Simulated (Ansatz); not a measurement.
**SnH₂I₂: up Jacob's ladder to CCSD(T)**

An exercise on one series of results from a longer session: the logs are not shown, and one member is left open.

Program: Ansatz 0.2.0, Gaussian basis. Level of theory: functionals in def2-TZVPP, the program's frozen cores in correlated methods. These are calculated values, not measurements.

The runs, in order: LDA (SPW92), PBE-D4, revPBE-D4, BLYP-D4, r2SCAN-D4, B97M-V, PBE0-D4, B3LYP-D4, r2SCANh-D4, r2SCAN0-D4, HSE06-D4, BHLYP-D4, CAM-B3LYP-D4, LC-ωPBE, ωB97X-V, ωB97M-V, B2PLYP, PBE-QIDH; CCSD(T)/def2-SVP; CCSD(T)/def2-TZVPP; MP2/def2-QZVPP; extrapolation to the limit; RPA on PBE.

**Structure used throughout**

The geometry comes from an earlier relaxation with PBE0-D4 in a triple-zeta def2 set; it is a stationary point. I, Sn take the def2 core potential; no spin-orbit term is included.

SMILES `[I][SnH2][I]`, 5 atoms, charge 0, spin multiplicity 1.

Atoms are counted from 1 here; the program's logs count them from 0.

Bond lengths: I1–Sn2 2.672 Å, Sn2–I3 2.672 Å, Sn2–H4 1.700 Å, Sn2–H5 1.700 Å. Angles: I1–Sn2–I3 108.7°, I1–Sn2–H4 108.2°, I1–Sn2–H5 108.2°, I3–Sn2–H4 108.2°, I3–Sn2–H5 108.2°, H4–Sn2–H5 115.1°.

Set-up of the first run:

in.yaml reads:

```yaml
crystal:
  periodic: [false, false, false]
  atoms:
    - {symbol: I, position_ang: [-2.340672, 0.866235, 0.311916]}
    - {symbol: Sn, position_ang: [0.119576, -0.017468, -0.241723]}
    - {symbol: I, position_ang: [1.256371, -0.867852, 2.022080]}
    - {symbol: H, position_ang: [-0.017101, -1.342532, -1.297645]}
    - {symbol: H, position_ang: [1.031625, 1.288017, -0.836130]}
basis:
  gaussian: {orbitals: def2-TZVPP}
hamiltonian: {xc: lda}
output: {orbitals: {seedname: orbitals}}
```

Run with:

```sh
ansatz run in.yaml --threads 4 --pin off --events-out ev --progress --plain --max-ram 10444MiB
```

Among the steps run: LDA; PBE-D4 (GGA); revPBE-D4 (GGA); BLYP-D4 (GGA); r2SCAN-D4 (meta-GGA); B97M-V (meta-GGA); B3LYP-D4 (hybrid); r2SCANh-D4 (hybrid); r2SCAN0-D4 (hybrid); HSE06-D4 (hybrid); BHLYP-D4 (hybrid); CAM-B3LYP-D4 (range-separated); LC-ωPBE (range-separated); ωB97X-V (range-separated); ωB97M-V (range-separated); B2PLYP (double hybrid); PBE-QIDH (double hybrid).

One of the session's tables, all rows but one given; the rest of the session is left out.

It belongs to the step «Orbital energies across the functionals». 

| functional | HOMO (eV) | LUMO (eV) | gap (eV) |
| --- | --- | --- | --- |
| LDA (SPW92) | -6.72 | -3.17 | 3.55 |
| PBE-D4 | -6.58 | -2.93 | 3.65 |
| revPBE-D4 | -6.53 | -2.85 | 3.68 |
| BLYP-D4 | -6.38 | -2.86 | 3.52 |
| r2SCAN-D4 | -6.88 | -2.76 | 4.12 |
| B97M-V | -6.87 | -2.64 | 4.23 |
| PBE0-D4 | -7.68 | -2.14 | 5.54 |
| B3LYP-D4 | -7.43 | -2.40 | 5.02 |
| r2SCANh-D4 | -7.28 | -2.48 | 4.80 |
| r2SCAN0-D4 | ? | ? | ? |
| HSE06-D4 | -7.30 | -2.51 | 4.79 |
| BHLYP-D4 | -8.61 | -1.30 | 7.30 |
| CAM-B3LYP-D4 | -8.88 | -1.22 | 7.66 |
| LC-ωPBE | -10.21 | -0.11 | 10.10 |
| ωB97X-V | -9.88 | -0.21 | 9.67 |
| ωB97M-V | -9.75 | -0.36 | 9.39 |

Q: Estimate the row for r2SCAN0-D4 from the others.

Worked estimate for «HOMO (eV)». Against the share of exact exchange, r2SCAN-D4 (0, -6.88), r2SCANh-D4 (0.1, -7.28) give a slope of -4.00 per unit share; at 0.25 the line stands at -7.88.

The run gave: HOMO (eV): -7.88; LUMO (eV): -2.06; gap (eV): 5.82. In «HOMO (eV)» the line misses by 0.00.
